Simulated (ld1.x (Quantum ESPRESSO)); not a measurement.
**Pseudopotential generation for fluorine: RRKJ, PBE**

Aim: build the potential from the settings below, then test how well it stands in for the atom: other configurations, scattering, ghost states and the plane-wave cutoff that it needs.

The numbers are computed with ld1.x (Quantum ESPRESSO) 7.5 (PBE, scalar-relativistic, spin-unpolarised reference atom).

## (1) Settings

The settings as typed:

| Item | Value |
| --- | --- |
| element | fluorine (F, Z = 9) |
| type | norm-conserving RRKJ (Kleinman–Bylander form) |
| frozen core | [He] |
| valence charge | 7 |
| reference configuration | 2s2 2p5 |
| partial waves | 2s (bound): rc 0.70 bohr; 3d channel at -0.1 Ry: rc 1.50 bohr; 2p (bound): rc 1.50 bohr |
| local potential | the p channel |
| core correction | Bessel-smoothed model core, default radius (core density twice the valence density) |

The outer shells as boxes (Hund's rule for the drawing; the calculation is spin-unpolarised):

```
[He] core
2s [↑↓]
2p [↑↓][↑↓][↑ ]
```

An earlier all-electron run gives the scale for the radii.

All-electron outer shells of the reference configuration (PBE, scalar-relativistic, ld1.x):

```json
{"shell": "1s", "level (eV)": "-663.37", "outermost node (bohr)": "–", "outermost maximum (bohr)": "0.11"}
{"shell": "2s", "level (eV)": "-29.90", "outermost node (bohr)": "0.24", "outermost maximum (bohr)": "0.76"}
{"shell": "2p", "level (eV)": "-11.11", "outermost node (bohr)": "–", "outermost maximum (bohr)": "0.71"}
```

## (2) Generating the potential

F.in reads:

```
 &input
   title='F', zed=9., rel=1, dft='PBE', iswitch=3,
   config='[He] 2s2 2p5 3d-2',
   nld=3, rlderiv=1.65, eminld=-4.0, emaxld=5.0, deld=0.02
 /
 &inputp
   pseudotype=2, tm=.false., rho0=0.001, lloc=1,
   nlcc=.true., new_core_ps=.true.,
   file_pseudopw='F.UPF', file_wfcaegen='ae.wfc', file_wfcncgen='nc.wfc', file_beta='beta', file_chi='chi'
 /
3
2S  1  0   2.00   0.00  0.70  0.70  0.0
3D  3  2  -2.00  -0.10  1.50  1.50  0.0
2P  2  1   5.00   0.00  1.50  1.50  0.0
 &test
   configts(1)='2s2 2p5'
 /
```

Started as:

```console
$ ld1.x < F.in > F.out
```

The output, F.out (without the banner and most projector matrices):

```text
     Program LD1 v.7.5
     --------------------------- All-electron run ----------------------------

     F
     scalar relativistic calculation

     atomic number is  9.00
     dft =PBE   lsd =0 sic =0 latt =0  beta=0.20 tr2=1.0E-14
     Exchange-correlation= PBE
                           (   1   4   3   4   0   0   0)
     mesh =1105 r(mesh) =  99.76081 a.u. xmin = -7.00 dx = 0.01250
     1 Ry =  13.60569312 eV, c = 137.03599908

     n l     nl                  e(Ry)          e(Ha)          e(eV)
     1 0     1S 1( 2.00)       -48.7570       -24.3785      -663.3734
     2 0     2S 1( 2.00)        -2.1976        -1.0988       -29.8996
     2 1     2P 1( 5.00)        -0.8167        -0.4083       -11.1117

     final scf error:  6.3E-15 reached in  26 iterations

     Etot =    -199.489330 Ry,     -99.744665 Ha,   -2714.190600 eV

     Ekin =     199.322998 Ry,      99.661499 Ha,    2711.927538 eV
     Encl =    -477.724055 Ry,    -238.862027 Ha,   -6499.766885 eV
     Eh   =      99.339620 Ry,      49.669810 Ha,    1351.584389 eV
     Exc  =     -20.427893 Ry,     -10.213946 Ha,    -277.935642 eV

     normalization and overlap integrals

     s(1S/1S) =  1.000000  <r> =   0.1763  <r2> =    0.0420  r(max) =   0.1139
     s(2S/2S) =  1.000000  <r> =   1.0034  <r2> =    1.2282  r(max) =   0.7617
     s(2P/2P) =  1.000000  <r> =   1.1050  <r2> =    1.6384  r(max) =   0.7066

     ------------------------ End of All-electron run ------------------------

     --------------------- Generating NC pseudopotential ---------------------

      Generating local pot.: lloc=1, matching radius rcloc =   1.5000

      Computing core charge for nlcc:

       r > 0.28 : true rho core
      Core charge pseudized with two Bessel functions
      Integrated core pseudo-charge :   1.45

      Wfc   2S  rcut= 0.707  Estimated cut-off energy=       87.37 Ry
      Using 4 Bessel functions for this wfc, rho(0) = 0.001
      This function has    0 nodes for 0 < r <    0.707

      Wfc   3D  rcut= 1.496  Estimated cut-off energy=       98.37 Ry
      This function has    0 nodes for 0 < r <    1.496

     ------------------- End of pseudopotential generation -------------------

     [... the all-electron block is printed once more ...]


     Computing logarithmic derivative in   1.64303
     Computing logarithmic derivative in   1.64303
     Computing the partial wave expansion
     R is outside the sphere for l=    0 j= 0.00
       no projector for channel:   1
     R is outside the sphere for l=    2 j= 0.00

     ---------------------- Testing the pseudopotential ----------------------

     F
     scalar relativistic calculation

     atomic number is  9.00   valence charge is  7.00
     dft =PBE   lsd =0 sic =0 latt =0  beta=0.20 tr2=1.0E-14
     mesh =1105 r(mesh) =  99.76081 xmin = -7.00 dx = 0.01250

     n l     nl             e AE (Ry)        e PS (Ry)    De AE-PS (Ry)
     1 0     2S   1( 2.00)       -2.19758       -2.19758       -0.00000
     2 1     2P   1( 5.00)       -0.81670       -0.81670        0.00000

     eps = 3.7E-15  iter = 12

     Etot =    -199.489330 Ry,     -99.744665 Ha,   -2714.190600 eV
     Etotps =   -53.247283 Ry,     -26.623641 Ha,    -724.466186 eV

     Ekin =      32.536853 Ry,      16.268427 Ha,     442.686441 eV
     Encl =    -116.863147 Ry,     -58.431573 Ha,   -1590.004110 eV
     Ehrt =      41.606169 Ry,      20.803084 Ha,     566.080763 eV
     Ecxc =     -14.856103 Ry,      -7.428052 Ha,    -202.127584 eV
     (Ecc =      -5.689541 Ry,      -2.844770 Ha,     -77.410143 eV)
     Epseu=       4.328945 Ry,       2.164473 Ha,      58.898304 eV

     ---------------------- End of pseudopotential test ----------------------
```

It took 0.89 s on 1 thread of Neoverse-V1, shared host. (Generation and the later configuration tests together.)

Partial waves on a coarse radial grid (AE all-electron, PS pseudo):

```tsv
r (bohr)	2s AE	2s PS	2p AE	2p PS
0.075	-0.4435	0.0151	0.0866	0.0295
0.150	-0.3505	0.0784	0.2551	0.1140
0.225	-0.0753	0.2087	0.4307	0.2426
0.300	0.2272	0.3880	0.5837	0.3986
0.375	0.4937	0.5781	0.7048	0.5621
0.450	0.7036	0.7445	0.7943	0.7137
0.525	0.8545	0.8707	0.8545	0.8372
0.600	0.9524	0.9561	0.8898	0.9232
0.675	1.0061	1.0062	0.9047	0.9693
0.750	1.0253	1.0253	0.9038	0.9796
0.825	1.0183	1.0183	0.8910	0.9623
0.900	0.9924	0.9924	0.8695	0.9269
0.975	0.9534	0.9534	0.8419	0.8822
1.050	0.9058	0.9058	0.8102	0.8346
1.125	0.8531	0.8531	0.7758	0.7883
1.200	0.7978	0.7978	0.7400	0.7451
1.275	0.7418	0.7418	0.7037	0.7051
1.350	0.6865	0.6865	0.6674	0.6676
1.425	0.6329	0.6329	0.6317	0.6317
1.500	0.5815	0.5815	0.5969	0.5969
1.575	0.5329	0.5329	0.5631	0.5631
1.650	0.4871	0.4871	0.5307	0.5307
1.725	0.4444	0.4444	0.4996	0.4996
1.800	0.4047	0.4047	0.4700	0.4700
1.875	0.3680	0.3680	0.4418	0.4418
1.950	0.3343	0.3343	0.4150	0.4150
```

## (3) Testing the new file in other configurations

F.test.in reads:

```
 &input
   title='F', zed=9., rel=1, dft='PBE', iswitch=2,
   config='[He] 2s2 2p5 3d-2'
 /
 &test
   file_pseudo='F.UPF', nconf=8,
   configts(1)='2s2 2p5',
   configts(2)='2s2 2p4',
   configts(3)='2s2 2p3',
   configts(4)='2s2 2p2',
   configts(5)='2s1 2p5',
   configts(6)='2s2 2p5.3',
   configts(7)='2s1 2p6',
   configts(8)='2s2 2p1'
 /
```

Started as:

```console
$ ld1.x < F.test.in > F.test.out
```

F.test.out, the pseudopotential blocks:

```text
     ---------------------- Testing the pseudopotential ----------------------

     F
     scalar relativistic calculation

     atomic number is  9.00   valence charge is  7.00
     dft =PBE   lsd =0 sic =0 latt =0  beta=0.20 tr2=1.0E-14
     mesh =1105 r(mesh) =  99.76081 xmin = -7.00 dx = 0.01250

     n l     nl             e AE (Ry)        e PS (Ry)    De AE-PS (Ry)
     1 0     2S   1( 2.00)       -2.19758       -2.19758       -0.00000
     2 1     2P   1( 5.00)       -0.81670       -0.81670        0.00000

     eps = 7.0E-15  iter = 14

     Etot =    -199.489330 Ry,     -99.744665 Ha,   -2714.190600 eV
     Etotps =   -53.247283 Ry,     -26.623641 Ha,    -724.466188 eV

     Ekin =      32.536853 Ry,      16.268426 Ha,     442.686434 eV
     Encl =    -116.863146 Ry,     -58.431573 Ha,   -1590.004103 eV
     Ehrt =      41.606168 Ry,      20.803084 Ha,     566.080760 eV
     Ecxc =     -14.856103 Ry,      -7.428052 Ha,    -202.127583 eV
     (Ecc =      -5.689541 Ry,      -2.844770 Ha,     -77.410143 eV)
     Epseu=       4.328945 Ry,       2.164473 Ha,      58.898303 eV

     ---------------------- End of pseudopotential test ----------------------

     ---------------------- Testing the pseudopotential ----------------------

     F
     [...]
     n l     nl             e AE (Ry)        e PS (Ry)    De AE-PS (Ry)
     1 0     2S   1( 2.00)       -3.48292       -3.49221        0.00929  !
     2 1     2P   1( 4.00)       -2.08065       -2.08111        0.00046

     eps = 4.8E-16  iter = 14

     Etot =    -198.064175 Ry,     -99.032088 Ha,   -2694.800384 eV
     Etotps =   -51.821036 Ry,     -25.910518 Ha,    -705.061109 eV
     dEtot_ae =       1.425155 Ry
     dEtot_ps =       1.426247 Ry,   Delta E=      -0.001092 Ry

     [...]
     ---------------------- End of pseudopotential test ----------------------

     ---------------------- Testing the pseudopotential ----------------------

     F
     [...]
     n l     nl             e AE (Ry)        e PS (Ry)    De AE-PS (Ry)
     1 0     2S   1( 2.00)       -4.99731       -5.00836        0.01105  !
     2 1     2P   1( 3.00)       -3.60167       -3.58331       -0.01836  !

     eps = 1.5E-16  iter = 12

     Etot =    -195.242940 Ry,     -97.621470 Ha,   -2656.415526 eV
     Etotps =   -49.006132 Ry,     -24.503066 Ha,    -666.762394 eV
     dEtot_ae =       4.246390 Ry
     dEtot_ps =       4.241151 Ry,   Delta E=       0.005239 Ry

     [...]
     ---------------------- End of pseudopotential test ----------------------

     ---------------------- Testing the pseudopotential ----------------------

     F
     [...]
     n l     nl             e AE (Ry)        e PS (Ry)    De AE-PS (Ry)
     1 0     2S   1( 2.00)       -6.70364       -6.69411       -0.00953  !
     2 1     2P   1( 2.00)       -5.34782       -5.27024       -0.07758  !

     eps = 7.0E-15  iter =  9

     Etot =    -190.786158 Ry,     -95.393079 Ha,   -2595.777923 eV
     Etotps =   -44.592902 Ry,     -22.296451 Ha,    -606.717337 eV
     dEtot_ae =       8.703171 Ry
     dEtot_ps =       8.654381 Ry,   Delta E=       0.048790 Ry

     [...]
     ---------------------- End of pseudopotential test ----------------------

     ---------------------- Testing the pseudopotential ----------------------

     F
     [...]
     n l     nl             e AE (Ry)        e PS (Ry)    De AE-PS (Ry)
     1 0     2S   1( 1.00)       -3.49542       -3.51442        0.01900  !
     2 1     2P   1( 5.00)       -2.08974       -2.10291        0.01317  !

     eps = 1.6E-15  iter = 14

     Etot =    -196.660171 Ry,     -98.330085 Ha,   -2675.697932 eV
     Etotps =   -50.409725 Ry,     -25.204863 Ha,    -685.859253 eV
     dEtot_ae =       2.829159 Ry
     dEtot_ps =       2.837557 Ry,   Delta E=      -0.008399 Ry

     [...]
     ---------------------- End of pseudopotential test ----------------------

     ---------------------- Testing the pseudopotential ----------------------

     F
     [...]
     n l     nl             e AE (Ry)        e PS (Ry)    De AE-PS (Ry)
     1 0     2S   1( 2.00)       -1.86725       -1.86505       -0.00220
     2 1     2P   1( 5.30)       -0.49676       -0.49575       -0.00101

     eps = 2.8E-15  iter = 15

     Etot =    -199.685554 Ry,     -99.842777 Ha,   -2716.860368 eV
     Etotps =   -53.443371 Ry,     -26.721686 Ha,    -727.134107 eV
     dEtot_ae =      -0.196224 Ry
     dEtot_ps =      -0.196088 Ry,   Delta E=      -0.000136 Ry

     [...]
     ---------------------- End of pseudopotential test ----------------------

     ---------------------- Testing the pseudopotential ----------------------

     F
     [...]
     n l     nl             e AE (Ry)        e PS (Ry)    De AE-PS (Ry)
     1 0     2S   1( 1.00)       -2.23280       -2.23560        0.00280
     2 1     2P   1( 6.00)       -0.84819       -0.85259        0.00439

     eps = 4.1E-15  iter = 14

     Etot =    -198.106554 Ry,     -99.053277 Ha,   -2695.376983 eV
     Etotps =   -51.865305 Ry,     -25.932652 Ha,    -705.663422 eV
     dEtot_ae =       1.382775 Ry
     dEtot_ps =       1.381978 Ry,   Delta E=       0.000798 Ry

     [...]
     ---------------------- End of pseudopotential test ----------------------

     ---------------------- Testing the pseudopotential ----------------------

     F
     [...]
     n l     nl             e AE (Ry)        e PS (Ry)    De AE-PS (Ry)
     1 0     2S   1( 2.00)       -8.57765       -8.51098       -0.06667  !
     2 1     2P   1( 1.00)       -7.29740       -7.09993       -0.19746  !

     eps = 6.4E-15  iter =  9

     Etot =    -184.479831 Ry,     -92.239915 Ha,   -2509.975963 eV
     Etotps =   -38.418022 Ry,     -19.209011 Ha,    -522.703811 eV
     dEtot_ae =      15.009499 Ry
     dEtot_ps =      14.829261 Ry,   Delta E=       0.180238 Ry

     [...]
     ---------------------- End of pseudopotential test ----------------------
```

The tests as a table, with energies relative to 2s2 2p5.

```csv
valence configuration,charge,ΔE all-electron (eV),error AE − PS (meV)
2s2 2p4,+1,19.390,-15
2s2 2p3,+2,57.775,+71
2s2 2p2,+3,118.413,+664
2s1 2p5,+1,38.493,-114
2s2 2p5.3,-0.3,-2.670,-1.9
2s1 2p6,0,18.814,+11
2s2 2p1,+4,204.215,+2452
```

## (4) Logarithmic derivatives

Taken from the files of the generation run. The phase is arctan(r·u′/u) with u = r·R, unwrapped, with energies in Ry. A pole is an energy at which the radial function vanishes at the test radius. The pseudo phase is shifted by a multiple of π to meet the all-electron one at the reference energy. Levels narrower than the energy grid can be missing from the poles. The last column is the largest difference on the grid between −1 and +1 Ry.

| channel | radius (bohr) | reference (Ry) | poles AE | poles PS | window around the reference with phases within 0.05 rad (Ry) | largest difference near zero (rad) |
| --- | --- | --- | --- | --- | --- | --- |
| s | 1.64 | -2.20 | -1.32 | -1.30 | below 2.4 | 0.017 |
| p | 1.64 | -0.82 | 0.10 | 0.13 | below 2.3 | 0.018 |
| d | 1.64 | -0.10 | none | none | the whole range | 0.000 |

Phases (rad) along the scan:

```tsv
E (Ry)	p AE	p PS	s AE	s PS
-4.00	1.237	1.242	1.101	1.107
-3.52	1.205	1.210	0.970	0.978
-3.04	1.160	1.167	0.640	0.651
-2.56	1.092	1.100	-0.382	-0.376
-2.08	0.969	0.980	-1.226	-1.226
-1.60	0.682	0.696	-1.492	-1.490
-1.12	-0.204	-0.197	-1.612	-1.607
-0.64	-1.164	-1.163	-1.684	-1.677
-0.16	-1.485	-1.478	-1.738	-1.728
0.32	-1.625	-1.613	-1.784	-1.771
0.80	-1.712	-1.694	-1.829	-1.812
1.28	-1.779	-1.754	-1.876	-1.853
1.76	-1.841	-1.807	-1.929	-1.898
2.24	-1.907	-1.858	-1.994	-1.950
2.72	-1.985	-1.913	-2.078	-2.016
3.20	-2.087	-1.978	-2.194	-2.101
3.68	-2.232	-2.060	-2.365	-2.218
4.16	-2.456	-2.170	-2.626	-2.390
4.64	-2.812	-2.327	-3.009	-2.651
```

## (5) Plane-wave convergence, by spherical Bessel functions

This step uses the generator's waves and projectors in a separate script. Basis: spherical Bessel functions vanishing at 20 bohr, q² up to the cutoff; potential fixed at the reference.

All-electron valence levels (Ry): 2s -2.1976, 2p -0.8167. The lowest levels of each channel (Ry) by cutoff; the last column sums, over occupied levels, occupation times the distance from the level at 400 Ry. A positive value at high cutoff is not a bound level.

```tsv
cutoff (Ry)	s #1	d #1	p #1	f #1	Σ f·Δε (mRy)
8	-1.6904	0.0534	-0.0049	0.0954	5073.8
21	-1.7439	0.0534	-0.3034	0.0954	3474.0
50	-1.9392	0.0534	-0.7974	0.0954	613.3
90	-2.1094	0.0534	-0.8163	0.0954	178.3
180	-2.1916	0.0534	-0.8167	0.0954	12.1
200	-2.1948	0.0534	-0.8167	0.0954	5.7
260	-2.1974	0.0534	-0.8167	0.0954	0.5
350	-2.1976	0.0534	-0.8167	0.0954	0.0
400	-2.1976	0.0534	-0.8167	0.0954	0.0
```

The sum stays within 10 mRy from 200 Ry and within 1 mRy from 260 Ry. The sum leaves out empty levels, which can need more. Ghost test: no level below the all-electron spectrum of its channel (s, d, p, f tested).

## (6) Outcome

```
                                                quantity                   value
               cutoffs for 10 and 1 mRy, occupied levels       200 Ry and 260 Ry
                                            bound ghosts              none found
                            largest test error (AE − PS)  +2452 meV, for 2s2 2p1
largest phase difference near zero energy, channels read               0.018 rad
```

The worst unpolarised test, 2s2 2p1, is off by 2452 meV on 204.2 eV; by total energies transferability rates as poor. That test lies far up in energy; among those under 40 eV, nearer to bonding, the largest error is 114 meV. It counts as very hard, with 200 Ry needed at the looser tolerance. The slowest occupied level is 2s: taken alone it needs 230 Ry to come within 1 mRy, against 70 Ry for 2p. No bound ghost shows below the valence levels. Near zero energy the phases of the channels with partial waves agree within 0.018 rad. These are tests on the free atom; a crystal test is still owed.
